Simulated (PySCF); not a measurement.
# C4H12InN (InEt2(NH2)): the cost of one run

Computed with PySCF 2.14.0 and routines of our own; the level stands in each step. Atoms count from 0.

## 1. The starting structure

18 atoms, charge 0, multiplicity 1; geometry from: GFN2-xTB.

## 2. Geometry optimisation at PBE0-D3(BJ)/def2-SVP

The job: settings as JSON, then the geometry in Å.

```
{"job": {"xc": "PBE0", "basis": "def2-SVP", "d3": "d3bj", "grid": 1, "maxiter": 30, "shake": 0.03, "kind": "geom"}, "charge": 0, "multiplicity": 1}
In    -0.245080    -0.239830     0.292130
C      1.942710    -0.350430     0.136380
C      2.353810    -1.710510     0.601130
H      2.477100     0.462830     0.756790
H      2.267030    -0.177690    -0.918350
H      3.492790    -1.763280     0.616400
H      2.092220    -1.891610     1.644790
H      2.066870    -2.476570    -0.030940
C     -1.768470     1.531330    -0.160580
C     -1.530000     2.186420    -1.528100
H     -1.728700     2.233540     0.621640
H     -2.737000     1.058970    -0.165920
H     -2.330810     3.027150    -1.747660
H     -0.572780     2.637440    -1.579100
H     -1.631870     1.450220    -2.378990
N     -1.215270    -1.620840     1.383890
H     -2.190820    -1.783300     1.159030
H     -0.798040    -2.556930     1.375190
```

Launch:

```console
$ OMP_NUM_THREADS=1 python heavy_run.py task.json out
```

One launch serves the whole session: the jobs run in the order shown.

Q: Estimate the wall time and peak memory of this first job on 1 thread of Intel Xeon 6975P-C, shared host.

About 1.8 min, with a peak of 0.61 GiB.
